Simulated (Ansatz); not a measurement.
# CH4AlClSe: the cost of one run

Computed with the Python package of Ansatz 0.2.0. Level of theory: r2SCAN/6-31G*.

**1. Starting point**

Bond lengths: C1–Al2 1.929 Å, Al2–Cl3 2.178 Å, Al2–Se4 2.350 Å, C1–H5 1.159 Å, C1–H6 1.130 Å, C1–H7 1.129 Å, Se4–H8 1.545 Å. Angles: C1–Al2–Cl3 119.0°, C1–Al2–Se4 122.1°, Cl3–Al2–Se4 118.8°, Al2–C1–H5 110.7°, Al2–C1–H6 113.6°, Al2–C1–H7 112.4°, H5–C1–H6 106.3°, H5–C1–H7 106.5°, H6–C1–H7 106.9°, Al2–Se4–H8 90.3°.

The script holds or builds the structure itself.

**2. Script**

Contents of ch4alclse.py:

```python
from collections import Counter

import ansatz as az
from ase import Atoms


def energy_of(molecule, charge=0, unpaired=0):
    calc = (
        molecule.calculation()
        .basis(gaussian="6-31G*")
        .functional("r2scan")
    )
    if charge:
        calc = calc.charge(charge)
    if unpaired:
        calc = calc.spin("collinear", total=unpaired)
    report = calc.run(threads=1, pin="off").report
    if report["published_state_doubts"]:
        print("  doubts:", report["published_state_doubts"])
    return report["free_energy_ev"]


def main() -> None:
    atoms = Atoms(["C", "Al", "Cl", "Se", "H", "H", "H", "H"], positions=[
        (-0.2094, 1.2365, -0.2613),
        (0.5839, -0.506, -0.0236),
        (2.6542, -0.6441, 0.6395),
        (-0.6052, -2.4886, -0.4474),
        (-1.3045, 1.1417, -0.6275),
        (-0.2446, 1.85, 0.6873),
        (0.3342, 1.8558, -1.0332),
        (-1.1164, -2.5023, 1.0102),
    ])
    system = az.Crystal.molecule_from_ase(atoms)

    unpaired = {"C": 2, "Al": 1, "Cl": 1, "Se": 2, "H": 1}
    counts = Counter(site.symbol for site in system.cartesian_sites)
    atom_energy = {s: energy_of(az.Crystal.molecule().atom(s, (0, 0, 0)), 0, unpaired[s]) for s in counts}
    whole = energy_of(system, 0, 0)
    for s, e in atom_energy.items():
        print(f"{s:2s} x{counts[s]}  {e:14.5f} eV")
    print(f"CH4AlClSe: {whole:.5f} eV")
    split = sum(counts[s] * e for s, e in atom_energy.items()) - whole
    print(f"atomisation energy (no zero-point term): {split:.3f} eV, {split / sum(counts.values()):.3f} eV an atom")


if __name__ == "__main__":
    main()
```

**3. Running it**

The run is started by

```sh
> python ch4alclse.py
```

What time and memory should one allow on 1 thread of Arm Neoverse V2, shared host?

About 12 s, with a peak of 0.23 GiB.
